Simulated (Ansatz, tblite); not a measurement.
# The cluster Ge3O4+: a ladder of methods and basis sets

An exercise on one series of results from a longer session: the logs are not shown, and one member is left open.

The runs use Ansatz 0.2.0, Gaussian basis; as each input shows.

Levels to be run: GFN1-xTB, GFN2-xTB, PBE-D4/def2-TZVP, r2SCAN-D4/def2-TZVP, PBE-QIDH/def2-TZVP, BLYP-D4/def2-TZVP, PBE-D4/def2-SVP, PBE0-D4/def2-SVP, MP2/def2-TZVP, RPA/def2-TZVP.

7 further runs of the same task are left out: 5 that didn't finish, 2 set aside as unsound or not needed. Runs told in other sessions of the task aren't counted.

**The relaxed structure**

The geometry is that of the doublet, from an earlier relaxation (r2SCAN-D4/def2-SVP). At that level it is the lowest of the isomers that a small search found.

7 atoms, charge 1, spin multiplicity 2.

Bond lengths: Ge1–O4 1.968 Å, Ge1–O6 1.827 Å, Ge2–O4 1.922 Å, Ge2–O5 1.753 Å, Ge2–O6 1.766 Å, Ge2–O7 1.766 Å, Ge3–O4 1.968 Å, Ge3–O7 1.827 Å. Angles: O4–Ge1–O6 82.2°, O4–Ge2–O5 125.3°, O4–Ge2–O6 85.1°, O4–Ge2–O7 85.1°, O5–Ge2–O6 112.9°, O5–Ge2–O7 112.9°, O6–Ge2–O7 129.7°, O4–Ge3–O7 82.2°, Ge1–O4–Ge2 91.2°, Ge1–O4–Ge3 136.9°, Ge2–O4–Ge3 91.2°, Ge1–O6–Ge2 101.4°, Ge2–O7–Ge3 101.4°.

Geometry (Å):

```xyz
7

Ge   -0.5412   -2.1088    0.6188
Ge    0.1911    0.5689    0.4729
Ge   -0.4088    0.2031   -2.2166
O     0.2449   -0.9214   -0.7395
O     1.5911    1.3540    1.1773
O    -0.5963   -0.5575    1.5818
O    -0.4808    1.4616   -0.8946
```

The ion is computed in the gas phase, without counter-ions or solvent.

PBE0-D4/def2-TZVP was run before; its log isn't repeated, and its numbers join the tables.

Set-up of the first run:

Tight binding, by tblite at 300 K electronic temperature and without a spin-polarisation term:

```python
tblite.interface.Calculator('GFN1-xTB', numbers, positions, charge=1, uhf=1).singlepoint()
```

Tight binding, by tblite at 300 K electronic temperature and without a spin-polarisation term:

```python
tblite.interface.Calculator('GFN2-xTB', numbers, positions, charge=1, uhf=1).singlepoint()
```

start.molden holds the orbitals of an earlier run on this state, given as this run's starting guess.

in.yaml reads:

```yaml
crystal:
  periodic: [false, false, false]
  atoms:
    - {symbol: Ge, position_ang: [-0.541155, -2.108785, 0.618757]}
    - {symbol: Ge, position_ang: [0.191093, 0.568946, 0.472905]}
    - {symbol: Ge, position_ang: [-0.408837, 0.203082, -2.216624]}
    - {symbol: O, position_ang: [0.244945, -0.921364, -0.739516]}
    - {symbol: O, position_ang: [1.591094, 1.353962, 1.177308]}
    - {symbol: O, position_ang: [-0.596318, -0.557466, 1.581797]}
    - {symbol: O, position_ang: [-0.480812, 1.461635, -0.894636]}
basis:
  gaussian: {orbitals: def2-TZVP, initial_orbitals: start.molden}
total_charge: 1
magnetization: {spin_polarized: true, initial_magnetization: 1}
hamiltonian: {xc: pbe, dispersion: d4}
scf: {omitted_lower_state_checks: [starts]}
output: {forces: true, orbitals: {seedname: orbitals}}
```

Launch:

```sh
$ ansatz run in.yaml --threads 4 --pin off --events-out ev --progress --plain --max-ram 4787MiB
```

Among the steps run: PBE-D4/def2-TZVP; r2SCAN-D4/def2-TZVP; PBE-QIDH/def2-TZVP; BLYP-D4/def2-TZVP; PBE-D4/def2-SVP; PBE0-D4/def2-SVP; MP2/def2-TZVP; RPA/def2-TZVP.

One table of the session follows, with a row left open; its other results are not shown here.

It belongs to the step «Levels side by side». 

| level | HOMO (eV) | LUMO (eV) | gap (eV) |
| --- | --- | --- | --- |
| PBE-D4/def2-SVP | -12.39 | -11.47 | 0.92 |
| PBE-D4/def2-TZVP | -12.38 | -11.48 | 0.90 |
| BLYP-D4/def2-TZVP | ? | ? | ? |
| r2SCAN-D4/def2-TZVP | -12.70 | -10.80 | 1.90 |
| PBE0-D4/def2-SVP | -13.66 | -9.66 | 4.00 |
| PBE0-D4/def2-TZVP | -13.58 | -9.62 | 3.96 |

**Question.** Estimate the row for BLYP-D4/def2-TZVP.

**Answer.** HOMO (eV): -12.27; LUMO (eV): -11.41; gap (eV): 0.86. In the column «HOMO (eV)» it is the highest.
